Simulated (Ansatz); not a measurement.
The system is HfIn4SiO6.

```
Hf In Si O
1.0
     2.71585   -4.70357    0.00833
     2.71585    4.70357    0.00833
    -1.87915    0.00000    7.40127
Hf In Si O
1 4 1 6
Direct
  0.78835 0.21165 0.00000
  0.62175 0.37825 0.50000
  0.45502 0.54498 0.00000
  0.28407 0.71593 0.50000
  0.95814 0.04186 0.50000
  0.12168 0.87832 0.00000
  0.06219 0.11415 0.86666
  0.88585 0.93781 0.13334
  0.79490 0.53784 0.86663
  0.46216 0.20510 0.13337
  0.15352 0.62879 0.13333
  0.37121 0.84648 0.86667
```

The cell was built by a generator and needn't be a form met in nature.

| Property | Result |
| --- | --- |
| Program | Ansatz 0.2.0 |
| Task | relaxation of cell and atoms |
| Functional | r2SCAN |
| Dispersion | D4 |
| Potentials or basis | Ansatz PAW |
| Cutoff | 500 eV (not typed: the program's choice for these potentials) |
| k mesh | 4 × 4 × 3 |
| Occupations | fermi-dirac, width 0.05 eV |
| Spin | no spin polarisation |

At the start: volume 15.77 Å³/atom.

Task: Where does the relaxation end?

Result: It ends after 6 steps and the volume is 14.97 Å³/atom (-5.0 %); space group C2 (No. 5, to 0.05 Å).

The path:
| step | energy change (eV) | largest force (eV/Å) | volume (Å³) |
| --- | --- | --- | --- |
| 1 | 0.0000 | 0.3171 | 189.24 |
| 2 | -0.0900 | 0.4883 | 175.55 |
| 3 | -0.1501 | 0.2232 | 180.13 |
| 4 | -0.1577 | 0.0466 | 180.01 |
| 5 | -0.1583 | 0.0108 | 179.69 |
| 6 | -0.1550 | 0.0107 | 179.69 |

Final structure:
```cif
data_structure
_symmetry_space_group_name_H-M 'P 1'
_symmetry_Int_Tables_number 1
_cell_length_a 5.3565
_cell_length_b 5.3565
_cell_length_c 7.4581
_cell_angle_alpha 97.019
_cell_angle_beta 97.019
_cell_angle_gamma 120.008
_cell_volume 179.69
loop_
_atom_site_label
_atom_site_type_symbol
_atom_site_fract_x
_atom_site_fract_y
_atom_site_fract_z
_atom_site_occupancy
Hf1 Hf 0.78824 0.21176 0.00000 1
In1 In 0.62127 0.37873 0.50000 1
In2 In 0.45490 0.54510 0.00000 1
In3 In 0.28553 0.71447 0.50000 1
In4 In 0.95789 0.04211 0.50000 1
Si1 Si 0.12157 0.87843 0.00000 1
O1 O 0.06262 0.11374 0.86481 1
O2 O 0.88626 0.93738 0.13519 1
O3 O 0.79416 0.53821 0.86484 1
O4 O 0.46179 0.20584 0.13516 1
O5 O 0.15487 0.63027 0.13510 1
O6 O 0.36973 0.84513 0.86490 1
```

Caveat: the plane-wave basis is chosen anew once the cell has moved, so the energies of steps on either side of that aren't comparable; pairwise dispersion overbinds metals, which lowers pressure and volume; the PAW data sets come from PBE, with cores solved anew for the run's functional, which leaves a small shift of forces and pressure.
